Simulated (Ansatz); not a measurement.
# Y3Rh: the cost of one run

Method: DFT PBE, scalar-relativistic, plane waves, PAW, in Ansatz 0.2.0.

### Step 1. Starting point

The structure is orthorhombic, space group Pnma (No. 62). Conventional cell: a = 7.155 Å, b = 9.594 Å, c = 6.360 Å, α = 90.00°, β = 90.00°, γ = 90.00°. Y (site symmetry m) has 2 Rh at 2.75 to 2.87 Å as nearest neighbours. Around Y (site symmetry 1) lie 2 Rh at 2.84 to 2.88 Å. Rh (site symmetry m) is surrounded by 6 Y at 2.75 to 2.88 Å.

As a file:

```
CELL_PARAMETERS angstrom
7.15516 0.00000 0.00000
0.00000 9.59393 0.00000
0.00000 0.00000 6.36000
ATOMIC_POSITIONS crystal
Y 0.03901 0.25000 0.64020
Y 0.96099 0.75000 0.35980
Y 0.46099 0.75000 0.14020
Y 0.53901 0.25000 0.85980
Y 0.17252 0.06489 0.17511
Y 0.82748 0.93511 0.82489
Y 0.32748 0.93511 0.67511
Y 0.82748 0.56489 0.82489
Y 0.67252 0.06489 0.32489
Y 0.17252 0.43511 0.17511
Y 0.67252 0.43511 0.32489
Y 0.32748 0.56489 0.67511
Rh 0.38120 0.25000 0.44420
Rh 0.61880 0.75000 0.55580
Rh 0.11880 0.75000 0.94420
Rh 0.88120 0.25000 0.05580
```

The structure comes from the Materials Project (structure only).

### Step 2. Reference: the cell as listed

input.yaml

```yaml
crystal:
  lattice:
    - [7.1551565201, 0.0, 0.0]
    - [0.0, 9.5939287308, 0.0]
    - [0.0, 0.0, 6.3599966607]
  atoms:
    - { symbol: "Y", position: [0.03900821, 0.25, 0.64020081] }
    - { symbol: "Y", position: [0.9609918, 0.75, 0.35979919] }
    - { symbol: "Y", position: [0.4609918, 0.75, 0.14020081] }
    - { symbol: "Y", position: [0.5390082, 0.25, 0.85979919] }
    - { symbol: "Y", position: [0.17251778, 0.06489196, 0.17511464] }
    - { symbol: "Y", position: [0.82748222, 0.93510804, 0.82488536] }
    - { symbol: "Y", position: [0.32748222, 0.93510804, 0.67511464] }
    - { symbol: "Y", position: [0.82748222, 0.56489196, 0.82488536] }
    - { symbol: "Y", position: [0.67251778, 0.06489196, 0.32488536] }
    - { symbol: "Y", position: [0.17251778, 0.43510804, 0.17511464] }
    - { symbol: "Y", position: [0.67251778, 0.43510804, 0.32488536] }
    - { symbol: "Y", position: [0.32748222, 0.56489196, 0.67511464] }
    - { symbol: Rh, position: [0.38120355, 0.25, 0.44420282] }
    - { symbol: Rh, position: [0.61879645, 0.75, 0.55579718] }
    - { symbol: Rh, position: [0.11879645, 0.75, 0.94420282] }
    - { symbol: Rh, position: [0.88120355, 0.25, 0.05579718] }
basis:
  ecutwfc: 420
kpoints:
  mp_grid: { grid: [6, 4, 6] }
hamiltonian:
  xc: pbe
scf:
  occupations: { method: gaussian, width: 0.1 }
output:
  forces: true
  stress: true
  eigenvalues: true
  populations: true
  write_density: true
  write_potential: true
  elf: true
  volumetric_format: npy
```

Run with:

```sh
$ ansatz run input.yaml --threads 4 --pin off --max-ram 7168MiB --backend cpu --events-out ev --progress --plain --runs-dir out
```

**Question.** How long does this run take on 4 threads of Intel Xeon Platinum 8488C (Sapphire Rapids), shared host, and how much memory does it need?

About 52 s, with a peak of 2.3 GiB.
